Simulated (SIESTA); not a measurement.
BaTi2Bi2O:

```
Bi Ba Ti O
1.0
     4.11531    0.00000    0.00000
     0.00000    4.11531    0.00000
     0.00000    0.00000    8.70728
Bi Ba Ti O
2 1 2 1
Direct
  0.00000 0.00000 0.75244
  0.00000 0.00000 0.24756
  0.50000 0.50000 0.50000
  0.50000 0.00000 0.00000
  0.00000 0.50000 0.00000
  0.50000 0.50000 0.00000
```

The cell comes from a database or a generator and needn't be the stable form of this composition.

```yaml
Program: SIESTA 5.4.2
Task: single point
Functional: PBEsol
Potentials_or_basis: PseudoDojo 0.4 standard (PBEsol files)
Basis: DZP (energy shift 0.003 Ry; two zetas on semicore shells; d shell added on Ba)
Grid_cutoff: 800 Ry
Energy_shift: 0.003 Ry
k_mesh: 7 × 7 × 3
Occupations: fermi-dirac, width 0.05 eV
Spin: no spin polarisation
```

On this cell: pressure -2.5 GPa; largest force 0.137 eV/Å; band gap on the k mesh none (metal or under the smearing width).

The same run follows on a disturbed copy (atoms moved at random, drawn with an rms of 0.05 Å):

```
CELL_PARAMETERS angstrom
4.11531 0.00000 0.00000
0.00000 4.11531 0.00000
0.00000 0.00000 8.70728
ATOMIC_POSITIONS crystal
Bi 0.99489 0.00148 0.75266
Bi 0.00056 0.00575 0.24876
Ba 0.49305 0.49739 0.49580
Ti 0.49800 0.00019 0.00217
Ti 0.00195 0.50338 0.99836
O 0.49386 0.50058 0.00034
```

Q: What changes?

A: The energy (extrapolated to zero smearing) moves by +2.1 meV/atom; pressure -2.5 GPa; largest force 0.346 eV/Å; band gap on the k mesh none (metal or under the smearing width).

Forces in eV/Å, atoms in the order of the input:
```
Bi   0.016  0.000  0.103
Bi  -0.078 -0.071 -0.249
Ba   0.036  0.040  0.092
Ti   0.020  0.061 -0.102
Ti  -0.308 -0.072  0.140
O    0.310  0.043  0.016
```

Stress tensor (GPa, compression positive):
```
-2.43 -0.01 -0.10
-0.01 -2.48 -0.08
-0.10 -0.08 -2.62
```

Caveats: this set's barium file shifts pressures by up to 1 GPa against other sets; spin-orbit coupling is left out, which moves the levels of the heavy elements; the basis of atomic orbitals isn't converged, which shifts pressures, moduli and gaps; semilocal functionals often make such compounds metallic where correlation or magnetic order opens a gap, which also shifts bond lengths.
